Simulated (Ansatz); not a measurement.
# NaMnCl3: the cost of one run

Program: Ansatz 0.2.0. Level of theory: DFT, PAW plane waves, r2scan. These are calculated values, not measurements.

### Step 1. The starting structure

The structure is trigonal, space group R-3 (No. 148). The conventional cell has a = 6.591 Å, b = 6.591 Å, c = 18.627 Å, α = 90.00°, β = 90.00°, γ = 120.00°. Na (site symmetry 3) has 6 Cl at 2.72 to 2.90 Å in its first shell of neighbours. Around Mn (site symmetry 3) lie 6 Cl at 2.52 to 2.59 Å. Around Cl (site symmetry 1) lie 2 Mn at 2.52 to 2.59 Å and 2 Na at 2.72 to 2.90 Å.

Coordinates:

```cif
data_structure
_symmetry_space_group_name_H-M 'R-3:H'
_symmetry_Int_Tables_number 148
_cell_length_a 6.5910
_cell_length_b 6.5910
_cell_length_c 18.6270
_cell_angle_alpha 90.000
_cell_angle_beta 90.000
_cell_angle_gamma 120.000
_cell_volume 700.77
loop_
_atom_site_label
_atom_site_type_symbol
_atom_site_symmetry_multiplicity
_atom_site_Wyckoff_symbol
_atom_site_fract_x
_atom_site_fract_y
_atom_site_fract_z
_atom_site_occupancy
Na1 Na 6 c 0.00000 0.00000 0.14490 1
Mn1 Mn 6 c 0.33333 0.66667 0.00737 1
Cl1 Cl 18 f 0.37130 0.01050 0.07770 1
```

### Step 2. A run

input.yaml reads:

```yaml
crystal:
  lattice:
    - [3.2955, 1.90265781, 6.209]
    - [-3.2955, 1.90265781, 6.209]
    - [0.0, -3.80531562, 6.209]
  atoms:
    - { symbol: Na, position: [0.1449, 0.1449, 0.1449] }
    - { symbol: Na, position: [0.8551, 0.8551, 0.8551] }
    - { symbol: Mn, position: [0.3407, 0.3407, 0.3407], spin: 4.5 }
    - { symbol: Mn, position: [0.6593, 0.6593, 0.6593], spin: 4.5 }
    - { symbol: Cl, position: [0.449, 0.7169, 0.0672] }
    - { symbol: Cl, position: [0.0672, 0.449, 0.7169] }
    - { symbol: Cl, position: [0.7169, 0.0672, 0.449] }
    - { symbol: Cl, position: [0.551, 0.2831, 0.9328] }
    - { symbol: Cl, position: [0.9328, 0.551, 0.2831] }
    - { symbol: Cl, position: [0.2831, 0.9328, 0.551] }
  symmetry: { tolerance: 0.0003 }
hamiltonian:
  xc: r2scan
  pseudopotentials: { kind: paw, azcp: { folder: soft_1 } }
basis:
  ecutwfc: 500
magnetization:
  spin_polarized: true
scf:
  occupations: { method: fermi_dirac, width: 0.05 }
kpoints:
  mp_grid: { grid: [4, 4, 4], shift: [0, 0, 0] }
output:
  forces: true
  stress: true
  eigenvalues: true
```

Command:

```
> ansatz run input.yaml --threads 4 --pin off --max-ram 10240MiB --backend cpu --events-out ev --progress --plain --runs-dir out
```

Q: Estimate wall time and peak memory on 4 threads of AMD EPYC 9R45 (Zen 5), shared host.

About 9.6 s, with a peak of 1.5 GiB.
